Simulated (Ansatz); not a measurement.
# NaLiS2: the cost of one run

Program: Ansatz 0.2.0. Level of theory: reference: DFT PBE, plane waves, PAW, scalar-relativistic, no spin polarisation. These are calculated values, not measurements.

### 1 The starting structure

Symmetry: R-3m, No. 166, trigonal system. The conventional cell has a = 3.480 Å, b = 3.480 Å, c = 20.645 Å, α = 90.00°, β = 90.00°, γ = 120.00°. Li (site symmetry -3m) has 6 S at 2.35 Å as nearest neighbours. Around Na (site symmetry -3m) lie 6 S at 2.99 Å. S (site symmetry 3m) is surrounded by 3 Li at 2.35 Å and 3 Na at 2.99 Å.

Coordinates:

```
CELL_PARAMETERS angstrom
1.73996 3.01370 0.00000
-1.73996 3.01370 0.00000
-1.73996 1.00456 6.88159
ATOMIC_POSITIONS crystal
Li 0.00000 0.00000 0.00000
Na 0.50000 0.00000 0.50000
S 0.27400 0.45200 0.82200
S 0.72600 0.54800 0.17800
```

### 2 Reference

input.yaml reads:

```yaml
crystal:
  lattice:
    - [1.739959, 3.013695, 0.0]
    - [-1.739959, 3.013695, 0.0]
    - [-1.739959, 1.004562, 6.881589]
  atoms:
    - { symbol: Li, position: [0.0, 0.0, 0.0] }
    - { symbol: Na, position: [0.5, 0.0, 0.5] }
    - { symbol: S, position: [0.274, 0.452, 0.822] }
    - { symbol: S, position: [0.726, 0.548, 0.178] }
  symmetry: { tolerance: 0.0003 }
kpoints:
  mp_grid: { grid: [6, 6, 6], shift: [0, 0, 0] }
magnetization:
  spin_polarized: false
scf:
  occupations: { method: fermi_dirac, width: 0.0747 }
hamiltonian:
  pseudopotentials: { kind: paw }
  xc: pbe
basis:
  ecutwfc: 420
output:
  forces: true
  stress: true
  eigenvalues: true
  write_density: true
  write_potential: true
  elf: true
  volumetric_format: npy
```

Command:

```bash
ansatz run input.yaml --threads 1 --pin off --max-ram 2560MiB --backend cpu --events-out ev --progress --plain --runs-dir out
```

**Question.** How long does this run take on 1 thread of AMD EPYC 7R43 (Zen 3), shared host, and how much memory does it need?

About 5.2 s, with a peak of 0.45 GiB.
